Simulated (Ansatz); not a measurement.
Geometry optimisation, Ansatz 0.2.0, DFT PBE-D3(BJ), scalar-relativistic, plane waves, PAW.

Input file:

```yaml
crystal:
  lattice:
    - [-3.111, -5.38841, 0.0]
    - [4.6665, -2.694205, 0.0]
    - [0.0, 0.0, 4.978]
  atoms:
    - { symbol: Al, position: [0.50000001, 0.33333334, 0.0] }
    - { symbol: Al, position: [0.50000001, 0.66666667, 0.5] }
    - { symbol: "N", position: [0.75000001, 0.16666667, 0.885], spin: 1.0 }
    - { symbol: "N", position: [0.50000001, 0.66666667, 0.885] }
    - { symbol: Al, position: [0.25000001, 0.83333334, 0.0] }
    - { symbol: Al, position: [0.25, 0.16666667, 0.5] }
    - { symbol: "N", position: [0.25000001, 0.83333334, 0.385] }
    - { symbol: "N", position: [0.25, 0.16666667, 0.885] }
    - { symbol: Al, position: [0.0, 0.33333333, 0.0] }
    - { symbol: Al, position: [0.0, 0.66666667, 0.5] }
    - { symbol: "N", position: [0.0, 0.33333333, 0.385] }
    - { symbol: "N", position: [0.0, 0.66666667, 0.885] }
    - { symbol: Al, position: [0.75000001, 0.83333334, 0.0] }
    - { symbol: Al, position: [0.75000001, 0.16666667, 0.5] }
    - { symbol: "N", position: [0.75000001, 0.83333334, 0.385] }
magnetization:
  spin_polarized: true
basis:
  ecutwfc: 420.0
kpoints:
  mp_grid: { grid: [2, 2, 2] }
hamiltonian:
  xc: pbe
  dispersion: d3bj
  pseudopotentials: { kind: paw, azcp: { folder: soft_1 } }
scf:
  occupations: { method: fermi_dirac, width: 0.05 }
  lower_state_search: "off"
relax:
  f_tol: 0.03
  max_steps: 60
  adjacent_minimum: "off"
```

Command:

```bash
$ ansatz run input.yaml --threads 1 --pin off --max-ram 3072MiB --backend cpu --events-out ev --progress --plain --runs-dir out
```

Problem. Where does it end, and by what steps?

Solution. It converged. The force dipped under the threshold on the way, but the program's further checks kept it going. Limits of this set-up: coarse k mesh. After 17 steps the energy has fallen by 0.164 eV; Al6 moved furthest, 0.14 Å.

```tsv
step	energy less start (eV)	largest force component (eV/Å)	accepted
0	0.0000	0.662	yes
1	-0.0829	0.274	yes
2	-0.0954	0.236	yes
3	-0.1095	0.076	yes
4	-0.1101	0.046	yes
5	-0.1105	0.009	yes
6	-0.1105	0.003	yes
7	-0.1105	0.004	yes
8	-0.1106	0.031	yes
9	-0.1113	0.086	yes
10	-0.1144	0.201	yes
11	-0.1199	0.292	yes
12	-0.1114	0.328	no
13	-0.1494	0.170	yes
14	-0.0875	0.432	no
15	-0.1586	0.113	yes
16	-0.1634	0.030	yes
17	-0.1636	0.008	yes
```

```xyz
15
Lattice="-3.1110 -5.3884 0.0000 4.6665 -2.6942 0.0000 0.0000 0.0000 4.9780" Properties=species:S:1:pos:R:3
Al -0.066 -3.625 0.069
Al 1.551 -4.384 2.510
N -1.589 -4.493 4.320
N 1.520 -4.470 4.441
Al 3.112 -3.601 0.027
Al 0.102 -1.883 2.508
N 3.202 -3.642 1.929
N -0.011 -1.831 4.430
Al 1.556 -0.903 -0.011
Al 3.115 -1.815 2.500
N 1.589 -0.885 1.883
N 3.109 -1.810 4.400
Al 1.537 -6.276 -0.001
Al -1.576 -4.463 2.413
N 1.514 -6.210 1.910
```

The run took 100 s on 1 thread of AMD EPYC 7R43 64-Core Processor (Zen 3), on a shared host, peak memory 0.49 GiB.
